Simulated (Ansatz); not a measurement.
# C₅H₆F₄O₄Ti: up Jacob's ladder to CCSD(T)

The task here is to estimate one member of a computed series from the others.

Computed with Ansatz 0.2.0, Gaussian basis. Level: functionals in def2-TZVPP, the program's frozen cores in correlated methods.

Levels to be run: LDA (SPW92), PBE-D4, revPBE-D4, BLYP-D4, r2SCAN-D4, B97M-V, PBE0-D4, B3LYP-D4, r2SCANh-D4, r2SCAN0-D4, HSE06-D4, BHLYP-D4, CAM-B3LYP-D4, LC-ωPBE, ωB97X-V, ωB97M-V, B2PLYP, PBE-QIDH; CCSD(T)/def2-SVP; CCSD(T)/def2-TZVPP; MP2/def2-QZVPP; extrapolation to the limit; RPA on PBE.

### Structure used throughout

All runs share one geometry, relaxed beforehand with PBE0-D4 in a triple-zeta def2 set.

SMILES `CC1=CC(C(F)(F)F)=[O+][Ti-]([OH])([OH])([F])[O]1`, 20 atoms, charge 0, spin multiplicity 1.

Atoms are counted from 1 here; the program's logs count them from 0.

Bond lengths: C1–C2 1.493 Å, C1–H15 1.088 Å, C1–H16 1.093 Å, C1–H17 1.092 Å, C2–C3 1.410 Å, C2–O14 1.254 Å, C3–C4 1.371 Å, C3–H18 1.078 Å, C4–C5 1.532 Å, C4–O9 1.268 Å, C5–F6 1.333 Å, C5–F7 1.332 Å, C5–F8 1.332 Å, O9–Ti10 2.016 Å, Ti10–O11 1.796 Å, Ti10–O12 1.784 Å, Ti10–F13 1.765 Å, Ti10–O14 2.069 Å and more. Angles: C2–C1–H15 112.4°, C2–C1–H16 109.1°, C2–C1–H17 108.9°, H15–C1–H16 109.6°, H15–C1–H17 109.7°, H16–C1–H17 107.1°, C1–C2–C3 120.4°, C1–C2–O14 117.2°, C3–C2–O14 122.4°, C2–C3–C4 119.8°, C2–C3–H18 120.2°, C4–C3–H18 120.0°, C3–C4–C5 119.9°, C3–C4–O9 127.4°, C5–C4–O9 112.7°, C4–C5–F6 112.4°, C4–C5–F7 110.1°, C4–C5–F8 110.2° and more.

As a file:

```xyz
20
C5H6F4O4Ti
C    -1.83384   -1.26461    1.91133
C    -0.86478   -0.62411    0.97392
C    -1.25302    0.48465    0.19390
C    -0.35077    1.06563   -0.66003
C    -0.77395    2.26255   -1.51735
F    -2.04430    2.61086   -1.31221
F    -0.63069    1.97322   -2.80998
F    -0.00883    3.31767   -1.24199
O     0.85707    0.73056   -0.84887
Ti    2.05314   -0.69773   -0.07718
O     2.04636   -2.41821   -0.59377
O     3.27269   -0.03762   -1.19916
F     2.79633   -0.45434    1.50554
O     0.28760   -1.11507    0.91790
H    -2.80470   -0.77297    1.90471
H    -1.95424   -2.31557    1.63782
H    -1.41626   -1.24198    2.92062
H    -2.25583    0.87414    0.26599
H     1.54382   -3.07213   -0.10041
H     3.24250    0.70458   -1.80470
```

Set-up of the first run:

File in.yaml:

```yaml
crystal:
  periodic: [false, false, false]
  atoms:
    - {symbol: C, position_ang: [-1.833836, -1.264612, 1.911332]}
    - {symbol: C, position_ang: [-0.864784, -0.624113, 0.973921]}
    - {symbol: C, position_ang: [-1.253020, 0.484649, 0.193903]}
    - {symbol: C, position_ang: [-0.350773, 1.065629, -0.660030]}
    - {symbol: C, position_ang: [-0.773952, 2.262548, -1.517346]}
    - {symbol: F, position_ang: [-2.044298, 2.610856, -1.312208]}
    - {symbol: F, position_ang: [-0.630691, 1.973222, -2.809979]}
    - {symbol: F, position_ang: [-0.008832, 3.317668, -1.241990]}
    - {symbol: O, position_ang: [0.857070, 0.730558, -0.848870]}
    - {symbol: Ti, position_ang: [2.053144, -0.697731, -0.077183]}
    - {symbol: O, position_ang: [2.046363, -2.418207, -0.593769]}
    - {symbol: O, position_ang: [3.272691, -0.037616, -1.199157]}
    - {symbol: F, position_ang: [2.796326, -0.454340, 1.505543]}
    - {symbol: O, position_ang: [0.287599, -1.115074, 0.917902]}
    - {symbol: H, position_ang: [-2.804695, -0.772972, 1.904712]}
    - {symbol: H, position_ang: [-1.954244, -2.315571, 1.637819]}
    - {symbol: H, position_ang: [-1.416259, -1.241980, 2.920621]}
    - {symbol: H, position_ang: [-2.255832, 0.874137, 0.265991]}
    - {symbol: H, position_ang: [1.543822, -3.072133, -0.100413]}
    - {symbol: H, position_ang: [3.242500, 0.704578, -1.804698]}
basis:
  gaussian: {orbitals: def2-TZVPP}
hamiltonian: {xc: lda}
output: {orbitals: {seedname: orbitals}}
```

Started as:

```bash
> ansatz run in.yaml --threads 11 --pin off --events-out ev --progress --plain --max-ram 110592MiB --backend cuda --devices 0, --max-vram 75GiB
```

Among the steps run: LDA; PBE-D4 (GGA); revPBE-D4 (GGA); BLYP-D4 (GGA); r2SCAN-D4 (meta-GGA); B97M-V (meta-GGA); B3LYP-D4 (hybrid); r2SCANh-D4 (hybrid); r2SCAN0-D4 (hybrid); HSE06-D4 (hybrid); BHLYP-D4 (hybrid); CAM-B3LYP-D4 (range-separated); LC-ωPBE (range-separated); ωB97X-V (range-separated); ωB97M-V (range-separated); B2PLYP (double hybrid); PBE-QIDH (double hybrid).

One of the session's tables, all rows but one given; the rest of the session is left out.

It belongs to the step «Frontier levels by functional». 

```
  functional  HOMO (eV)  LUMO (eV)  gap (eV)
 LDA (SPW92)      -7.13      -3.73      3.40
      PBE-D4          ?          ?         ?
   revPBE-D4      -6.77      -3.31      3.46
     BLYP-D4      -6.74      -3.31      3.43
   r2SCAN-D4      -7.13      -3.35      3.78
      B97M-V      -7.14      -3.26      3.88
     PBE0-D4      -8.05      -2.64      5.41
    B3LYP-D4      -7.85      -2.85      5.00
  r2SCANh-D4      -7.58      -3.05      4.52
  r2SCAN0-D4      -8.24      -2.60      5.65
    HSE06-D4      -7.65      -3.01      4.64
    BHLYP-D4      -9.12      -1.68      7.44
CAM-B3LYP-D4      -9.34      -1.57      7.77
     LC-ωPBE     -10.56      -0.47     10.09
     ωB97X-V     -10.24      -0.48      9.76
     ωB97M-V     -10.17      -0.54      9.64
```

Estimate the missing values for PBE-D4.

As computed: HOMO (eV): -6.87; LUMO (eV): -3.43; gap (eV): 3.44. In the column «HOMO (eV)» it lies between r2SCAN-D4 (-7.13) and revPBE-D4 (-6.77).
